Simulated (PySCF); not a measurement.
# Tl²⁺: excitation energy in x2c-TZVPPall plus 1 even-tempered diffuse shell per l

Aim: the excitation energy of thallium from differences of total energies, at each level of theory, and how far each lands from the tabulated value where there is one.

Method: unrestricted determinants in a Gaussian basis, no spin-orbit coupling in the energies. Code: PySCF 2.14.0.

## (1) The atom as given

```
Element                   : thallium (Z = 81)
Basis                     : x2c-TZVPPall with one added diffuse shell each of s, p, d, f type (12s8p7d4f, 99 functions)
Hamiltonian               : the spin-free X2C one-electron Hamiltonian (Gaussian nucleus)
State 1                   : Tl²⁺: [Xe] 4f14 5d10 6p1, 2P determinant (an excited configuration)
Needed too, but not shown : Tl²⁺ [Xe] 4f14 5d10 6s1 (2S)
Methods                   : r2SCANh, wB97X, HSE06
```

The outer shells:

Tl2+ [Xe] 4f14 5d10 6p1
```
[Xe] core
4f [↑↓][↑↓][↑↓][↑↓][↑↓][↑↓][↑↓]
5d [↑↓][↑↓][↑↓][↑↓][↑↓]
6p [↑ ][  ][  ]
```

One driver process ran all states and methods and kept the integrals in memory. Each run is shown as a PySCF script that sums up its settings (the driver passes frozen orbitals as a list and adds second-order terms of double hybrids); the logs are those of the runs themselves. The driver starts from symmetry-adapted Hartree-Fock orbitals, holds the occupation by maximum overlap and uses a logarithmic radial grid for functionals, so a plain start would take other cycles.

The integrals over 99 functions and the set-up took 18 s of CPU time.

## (2) Tl²⁺ [Xe] 4f14 5d10 6p1, method by method

Level: r2SCANh.

File input.py:

```python
from pyscf import gto, scf, dft, mp, cc
import basis_set_exchange as bse
mol = gto.M(atom="Tl 0 0 0", charge=2, spin=1, symmetry="D2h",
            basis=gto.basis.parse(bse.get_basis("x2c-TZVPPall", elements=["Tl"], fmt="nwchem", augment_diffuse=1)),
            nucmod="G")
mf = dft.UKS(mol, xc="HYB_MGGA_XC_R2SCANH").sfx2c1e()
mf.irrep_nelec = {'Ag': (11, 11), 'B1g': (3, 3), 'B2g': (3, 3), 'B3g': (3, 3), 'Au': (1, 1), 'B1u': (6, 6), 'B2u': (7, 6), 'B3u': (6, 6)}
mf.kernel()
```

Level: wB97X.

input.py, as changed from the run before:

```diff
@@ -5,3 +5,3 @@
             nucmod="G")
-mf = dft.UKS(mol, xc="HYB_MGGA_XC_R2SCANH").sfx2c1e()
+mf = dft.UKS(mol, xc="WB97X").sfx2c1e()
 mf.irrep_nelec = {'Ag': (11, 11), 'B1g': (3, 3), 'B2g': (3, 3), 'B3g': (3, 3), 'Au': (1, 1), 'B1u': (6, 6), 'B2u': (7, 6), 'B3u': (6, 6)}
```

Level: HSE06.

input.py, as changed from the run before:

```diff
@@ -5,3 +5,3 @@
             nucmod="G")
-mf = dft.UKS(mol, xc="WB97X").sfx2c1e()
+mf = dft.UKS(mol, xc="HSE06").sfx2c1e()
 mf.irrep_nelec = {'Ag': (11, 11), 'B1g': (3, 3), 'B2g': (3, 3), 'B3g': (3, 3), 'Au': (1, 1), 'B1u': (6, 6), 'B2u': (7, 6), 'B3u': (6, 6)}
```

Q: Predict the outcome of this session.

**Answer**, as computed:

```
                                    quantity                      value
excitation energy, Tl²⁺ → [Xe] 4f14 5d10 6p1  UHF 8.774, HSE06 9.216 eV
```

In words: The methods span 0.559 eV, from UHF (8.774) to r2SCANh (9.333). No reference value is at hand in this session. The basis is finite, and no extrapolation was made.
